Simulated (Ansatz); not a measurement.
Runs of Ansatz 0.2.0 on HfIn4SiO6. The structure is monoclinic, space group C2 (No. 5). The conventional cell has a = 5.432 Å, b = 9.407 Å, c = 7.636 Å, α = 90.00°, β = 104.07°, γ = 90.00°. Hf (site symmetry 2) has 6 O at 2.13 to 2.14 Å as nearest neighbours. In (site symmetry 2) has 2 O at 2.73 Å and 4 In at 3.12 Å as nearest neighbours. In (site symmetry 2) is surrounded by 6 O at 2.23 Å. Around In (site symmetry 2) lie 2 O at 2.73 Å and 3 In at 3.07 to 3.12 Å. In (site symmetry 2) has 2 O at 2.73 Å and 3 In at 3.07 to 3.12 Å as nearest neighbours. Si (site symmetry 2) has 6 O at 1.85 Å as nearest neighbours. Around O (site symmetry 1) lie 1 Si at 1.85 Å. O (site symmetry 1) is surrounded by 1 Si at 1.85 Å. The cell was built by a generator and needn't be a form met in nature.

```tsv
task	level	spin	cell	k mesh	cutoff (eV)	points for each segment of the path	mesh quality	gap on the mesh (eV)	pressure (GPa)	relaxed volume (Å³/atom)	largest force (eV/Å)
relaxation of cell and atoms	revPBE	off	relaxed	4 × 4 × 3	420	-	not flagged	none	0.0	16.14	0.01
single point	HSE06	off	as given	3 × 3 × 2	420	-	coarse	none	(b)	-	0.57
band structure	r2SCAN	SOC, no magnetisation	as given	4 × 4 × 3	500	10	not flagged	none	-4.8	-	0.32
band structure	revPBE	off	as given	6 × 6 × 4	420	10	not flagged	none	2.3	-	(a)
relaxation of cell and atoms	r2SCAN+D4	off	relaxed	4 × 4 × 3	500	-	not flagged	none	0.0	14.97	0.01
```

Alike in all rows: potentials or basis Ansatz PAW; smearing fermi-dirac 0.05 eV.

Problem. Estimate the missing entries.

Solution. (a) 0.11; (b) -4.2.

Caveats: some runs use coarse meshes; the PAW data sets come from PBE, with cores solved anew for the run's functional, which leaves a small shift of forces and pressure; the plane-wave basis is chosen anew once the cell has moved, so the energies of steps on either side of that aren't comparable (some runs); the thresholds are loose for stress (some runs); spin-orbit coupling is left out, which moves the levels of the heavy elements (some runs); pairwise dispersion overbinds metals, which lowers pressure and volume (some runs).

A k mesh can miss the band edges, and rows without SOC leave out spin-orbit coupling on Hf, In.

A gap of «none» marks a metal or a gap under the smearing width.

Runs at the PBE level aren't shown here.
